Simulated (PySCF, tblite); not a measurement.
**C₆H₁₂F radical: geometry, infrared bands and EPR parameters**

What infrared bands and EPR parameters should C₆H₁₂F radical (`CC[C@@H](C)C[CH]F`) show?

The runs use tblite 0.8.0 and PySCF 2.14.0, with density-fitted response routines of our own; the level of theory stands in each step. All values are computed, except where a source is named. Atoms are numbered from 0 throughout.

### Step 1. The molecule as given

19 atoms, charge 0, multiplicity 2; geometry from: force field or distance geometry start.

Bonds of the start (Å): C0–C1 1.50, C1–C2 1.53, C2–C3 1.52, C2–C4 1.49, C4–C5 1.51, C5–F6 1.40, C0–H7 1.13, C0–H8 1.09, C0–H9 1.13, C1–H10 1.11, C1–H11 1.11, C2–H12 1.12, C3–H13 1.12, C3–H14 1.11, C3–H15 1.10, C4–H16 1.12, C4–H17 1.09, C5–H18 1.12.

### Step 2. Relaxing the molecule with GFN2-xTB

What the job is given:

```
{"job": {"kind": "relax", "xc": "GFN2-xTB", "basis": "xTB"}, "charge": 0, "multiplicity": 2}
C     -1.806700    -1.373900     0.250200
C     -1.386700     0.068700     0.310400
C      0.016500     0.309700    -0.240400
C      0.274900     1.802300    -0.102400
C      1.060900    -0.543200     0.405000
C      2.448600    -0.311900    -0.150100
F      3.293500    -1.178500     0.554100
H     -1.951800    -1.737600     1.305200
H     -1.131000    -2.054000    -0.262800
H     -2.820400    -1.469800    -0.236100
H     -2.106200     0.694700    -0.257200
H     -1.432800     0.433100     1.362700
H     -0.051400     0.129600    -1.346400
H     -0.282400     2.327800    -0.912800
H     -0.097100     2.225000     0.855700
H      1.330300     2.063100    -0.245600
H      0.817900    -1.607700     0.134800
H      0.976700    -0.471600     1.488400
H      2.837300     0.703700     0.110200
```

Started as:

```
$ OMP_NUM_THREADS=1 python probes_run.py task.json out
```

One launch serves the whole session: the jobs run in the order shown.

**Question.** This job is followed by: GFN2-xTB harmonic vibrations, gas phase; UKS B3LYP, pcH-1 on C F H, non-relativistic, mean-field spin-orbit, GIAO. What will the session give for the following? strongest single infrared mode (GFN2-xTB); zero-point energy (GFN2-xTB); g(iso) (B3LYP); ⟨S²⟩; largest a(iso) (averaged by class); surface potential, 1st and 99th percentile.

**Answer**, as computed:

```
                                 quantity                 value
strongest single infrared mode (GFN2-xTB)  3033 cm⁻¹, 81 km/mol
             zero-point energy (GFN2-xTB)        103.4 kcal/mol
                           g(iso) (B3LYP)               2.00376
                                     ⟨S²⟩    0.754 (exact 0.75)
       largest a(iso) (averaged by class)  19F on F6, 153.6 MHz
    surface potential, 1st and 99th percentile    -0.93 V and 0.93 V
```

What this shows: The optimisation took 123 steps and gained 0.853 eV; among the close pairs (by a distance rule), C2–C4 changed most, from 1.495 to 1.557 Å. All 51 modes are real, so the xTB geometry is a minimum. GFN2-xTB is a fitted tight-binding method: band positions and strengths are rough. Its intensities can rank the bands wrongly. C5 carries the largest spin population, 0.95 e. The isotropic g lies 1.4 ppt above the free-electron value.
